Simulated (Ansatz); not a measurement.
**LaRuPO (P4/nmm): other levels of theory at one geometry**

How much do the gap and the pressure of LaRuPO (P4/nmm) depend on spin–orbit coupling?

Method: DFT at several levels, plane waves, PAW, in Ansatz 0.2.0.

### 1 Starting point

Symmetry: P4/nmm, No. 129, tetragonal system. The conventional cell has a = 4.064 Å, b = 4.064 Å, c = 8.510 Å, α = 90.00°, β = 90.00°, γ = 90.00°. La (site symmetry 4mm) has 4 O at 2.38 Å as nearest neighbours. Around P (site symmetry 4mm) lie 4 Ru at 2.34 Å. Ru (site symmetry -4m2) has 4 P at 2.34 Å as nearest neighbours. Around O (site symmetry -4m2) lie 4 La at 2.38 Å.

Coordinates:

```
CELL_PARAMETERS angstrom
4.06403 0.00000 0.00000
0.00000 4.06403 0.00000
0.00000 0.00000 8.51028
ATOMIC_POSITIONS crystal
La 0.00000 0.50000 0.85538
La 0.50000 0.00000 0.14462
P 0.50000 0.00000 0.63580
P 0.00000 0.50000 0.36420
Ru 0.00000 0.00000 0.50000
Ru 0.50000 0.50000 0.50000
O 0.50000 0.50000 0.00000
O 0.00000 0.00000 0.00000
```

This cell comes from an earlier session at PBE: 17.570 Å³/atom at 0.00 GPa, on a 8×8×4 mesh, no gap.

Levels to run: PBE+SOC. Hardware: 2 threads of Arm Neoverse V1, shared host.

### 2 PBE+SOC

File input.yaml:

```yaml
crystal:
  lattice:
    - [4.0640334472, 0.0, 0.0]
    - [0.0, 4.0640334472, 0.0]
    - [0.0, 0.0, 8.5102817801]
  atoms:
    - { symbol: La, position: [0.0, 0.5, 0.855381381] }
    - { symbol: La, position: [0.5, 0.0, 0.144618619] }
    - { symbol: P, position: [0.5, 0.0, 0.6357980829] }
    - { symbol: P, position: [0.0, 0.5, 0.3642019171] }
    - { symbol: Ru, position: [0.0, 0.0, 0.5] }
    - { symbol: Ru, position: [0.5, 0.5, 0.5] }
    - { symbol: O, position: [0.5, 0.5, 0.0] }
    - { symbol: O, position: [0.0, 0.0, 0.0] }
basis:
  ecutwfc: 420
  ecutrho_ratio: 4
kpoints:
  mp_grid: { grid: [8, 8, 4] }
hamiltonian:
  xc: pbe
scf:
  occupations: { method: gaussian, width: 0.05 }
output:
  forces: true
  stress: true
  eigenvalues: true
  populations: true
  hubbard: { sites: [{ species: La, l: f }] }
  dos: { projected: true, de: 0.02 }
magnetization:
  noncollinear: true
  spin_orbit: true
```

Launch:

```console
ansatz run input.yaml --threads 2 --pin off --max-ram 5120MiB --backend cpu --events-out ev --progress --plain --runs-dir out
```

Q: Predict the outcome of this session. Wanted: for each run, pressure.

**Answer**, as computed:

| level | mesh | gap on the mesh (eV) | pressure (GPa) | time |
| --- | --- | --- | --- | --- |
| PBE | 8×8×4 | metal | 0.0 | 1.7 min* |
| PBE+SOC | 8×8×4 | metal | 0.0 | 2.6 min* |

Times are on 2 threads of Arm Neoverse V1, shared host. * Includes bands or densities of states.

Every level gives a metal. Total energies of different levels have different zeros and can't be compared.
